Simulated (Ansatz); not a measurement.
# C₂H₈BClS: basis-set convergence

An exercise on one series of results from a longer session: the logs are not shown, and one member is left open.

Computed with Ansatz 0.2.0, Gaussian basis. Level: one geometry, several basis sets.

Levels to be run: PBE0-D4/def2-SVP; ωB97M-V/def2-SVP; PBE0-D4/def2-QZVPP; ωB97M-V/def2-QZVPP; the functionals' def2-TZVPP values are taken from earlier runs.

## The relaxed structure

All runs share one geometry, relaxed beforehand with PBE0-D4 in a triple-zeta def2 set.

SMILES `C[B-](C)([SH2+])Cl`, 13 atoms, charge 0, spin multiplicity 1.

Atoms are counted from 1 here; the program's logs count them from 0.

Bond lengths: C1–B2 1.584 Å, C1–H6 1.092 Å, C1–H7 1.096 Å, C1–H8 1.095 Å, B2–C3 1.584 Å, B2–S4 2.198 Å, B2–Cl5 1.847 Å, C3–H9 1.096 Å, C3–H10 1.093 Å, C3–H11 1.095 Å, S4–H12 1.346 Å, S4–H13 1.343 Å. Angles: B2–C1–H6 113.7°, B2–C1–H7 107.9°, B2–C1–H8 112.7°, H6–C1–H7 106.8°, H6–C1–H8 108.6°, H7–C1–H8 106.7°, C1–B2–C3 120.0°, C1–B2–S4 102.3°, C1–B2–Cl5 114.2°, C3–B2–S4 105.2°, C3–B2–Cl5 114.0°, S4–B2–Cl5 97.0°, B2–C3–H9 107.9°, B2–C3–H10 113.9°, B2–C3–H11 112.7°, H9–C3–H10 106.6°, H9–C3–H11 106.7°, H10–C3–H11 108.6° and more.

Coordinates:

```
C    -1.5182    0.0519   -0.5820
B     0.0165    0.3596   -0.3399
C     1.0864   -0.8006   -0.4732
S     0.0485    0.9325    1.7823
Cl    0.5797    1.9816   -1.0202
H    -2.1765    0.8933   -0.3534
H    -1.6533   -0.1757   -1.6454
H    -1.8665   -0.8252   -0.0263
H     1.1448   -1.0845   -1.5304
H     2.0961   -0.5092   -0.1728
H     0.8034   -1.7020    0.0799
H     0.0833   -0.2600    2.4068
H     1.3762    1.1035    1.8892
```

Set-up of the first run:

in.yaml

```yaml
crystal:
  periodic: [false, false, false]
  atoms:
    - {symbol: C, position_ang: [-1.518213, 0.051908, -0.581974]}
    - {symbol: B, position_ang: [0.016540, 0.359639, -0.339860]}
    - {symbol: C, position_ang: [1.086420, -0.800632, -0.473230]}
    - {symbol: S, position_ang: [0.048530, 0.932484, 1.782338]}
    - {symbol: Cl, position_ang: [0.579708, 1.981620, -1.020197]}
    - {symbol: H, position_ang: [-2.176469, 0.893294, -0.353358]}
    - {symbol: H, position_ang: [-1.653310, -0.175731, -1.645361]}
    - {symbol: H, position_ang: [-1.866513, -0.825193, -0.026292]}
    - {symbol: H, position_ang: [1.144777, -1.084470, -1.530388]}
    - {symbol: H, position_ang: [2.096068, -0.509189, -0.172762]}
    - {symbol: H, position_ang: [0.803383, -1.702045, 0.079900]}
    - {symbol: H, position_ang: [0.083318, -0.259958, 2.406769]}
    - {symbol: H, position_ang: [1.376163, 1.103472, 1.889217]}
basis:
  gaussian: {orbitals: def2-SVP}
hamiltonian: {xc: pbe0, dispersion: d4}
output: {orbitals: {seedname: orbitals}}
```

Command:

```console
$ ansatz run in.yaml --threads 4 --pin off --events-out ev --progress --plain --max-ram 10444MiB
```

Among the steps run: PBE0-D4 in def2-SVP; ωB97M-V in def2-SVP; PBE0-D4 in def2-QZVPP; ωB97M-V in def2-QZVPP.

One of the session's tables, all rows but one given; the rest of the session is left out.

It belongs to the step «Functionals by basis». 

```
functional       basis  HOMO (eV)  LUMO (eV)
   PBE0-D4    def2-SVP      -7.45       0.05
   PBE0-D4  def2-TZVPP          ?          ?
   PBE0-D4  def2-QZVPP      -7.74      -0.47
   ωB97M-V    def2-SVP      -9.72       2.09
   ωB97M-V  def2-TZVPP     -10.00       1.48
   ωB97M-V  def2-QZVPP     -10.04       1.04
```

**Question.** Estimate the row for PBE0-D4, def2-TZVPP.

The run gave: HOMO (eV): -7.70; LUMO (eV): -0.37. In the column «HOMO (eV)» it lies between PBE0-D4, def2-QZVPP (-7.74) and PBE0-D4, def2-SVP (-7.45).
